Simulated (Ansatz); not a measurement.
# ClH6N3Si: a dynamics run in two tries

Aim: a short trajectory for this system. SMILES of the start: N[Si](N)(N)Cl.

Method: RKS B3LYP/def2-mTZVP, in Ansatz 0.2.0.

## 1. The starting structure

Bond lengths: Si1–Cl2 2.120 Å, Si1–N3 1.710 Å, N3–H4 1.009 Å, N3–H5 1.009 Å, Si1–N6 1.713 Å, N6–H7 1.011 Å, N6–H8 1.011 Å, Si1–N9 1.713 Å, N9–H10 1.009 Å, N9–H11 1.010 Å. Angles (14 of 15 angles, heavy atoms first): Cl2–Si1–N3 109.1°, Cl2–Si1–N6 113.1°, Cl2–Si1–N9 103.4°, N3–Si1–N6 106.4°, N3–Si1–N9 115.3°, N6–Si1–N9 109.8°, Si1–N3–H4 122.8°, Si1–N3–H5 120.7°, Si1–N6–H7 117.8°, Si1–N6–H8 121.3°, Si1–N9–H10 121.3°, Si1–N9–H11 119.9°, H4–N3–H5 112.5°, H7–N6–H8 110.9°.

Structure file:

```xyz
11

Si   -0.0077   -0.0259   -0.1363
Cl   -0.0133   -0.1947    1.9772
N     1.6089   -0.0367   -0.6944
H     2.3414   -0.5604   -0.2383
H     1.9681    0.7283   -1.2463
N    -0.7011    1.4381   -0.6948
H    -1.7006    1.4593   -0.8456
H    -0.3653    2.3352   -0.3703
N    -0.9668   -1.3520   -0.6430
H    -1.3949   -1.9753    0.0249
H    -0.7629   -1.8159   -1.5171
```

## 2. First attempt

Input file input.yaml:

```yaml
crystal:
  periodic: [false, false, false]
  atoms:
    - { symbol: Si, position_ang: [-0.00771, -0.025893, -0.136333] }
    - { symbol: Cl, position_ang: [-0.013261, -0.19469, 1.977178] }
    - { symbol: "N", position_ang: [1.608886, -0.03674, -0.694408] }
    - { symbol: H, position_ang: [2.341424, -0.560417, -0.238341] }
    - { symbol: H, position_ang: [1.968082, 0.728347, -1.246308] }
    - { symbol: "N", position_ang: [-0.701056, 1.438119, -0.694767] }
    - { symbol: H, position_ang: [-1.700617, 1.45927, -0.845558] }
    - { symbol: H, position_ang: [-0.365331, 2.335178, -0.37028] }
    - { symbol: "N", position_ang: [-0.966807, -1.351956, -0.642998] }
    - { symbol: H, position_ang: [-1.394895, -1.975284, 0.02485] }
    - { symbol: H, position_ang: [-0.762916, -1.815933, -1.517135] }
basis:
  gaussian: { orbitals: def2-mTZVP }
hamiltonian:
  xc: b3lyp
md:
  timestep: -0.5
  n_steps: 25
  ensemble: nve
  temperature: 400.0
  initial_velocities: maxwell_boltzmann
  seed: 457619
  masses: [{ species: H, mass: 3.016 }]
```

Launch:

```console
ansatz run input.yaml --threads 4 --pin off --max-ram 5120MiB --backend cpu --events-out ev --progress --plain --runs-dir out
```

Q: Predict the outcome of this session. Wanted: first try.

As calculated:

| quantity | value |
| --- | --- |
| first try | refused |
| cause | the time step is negative |

In words: The fault in the first input was caught at the input check and cost nothing.
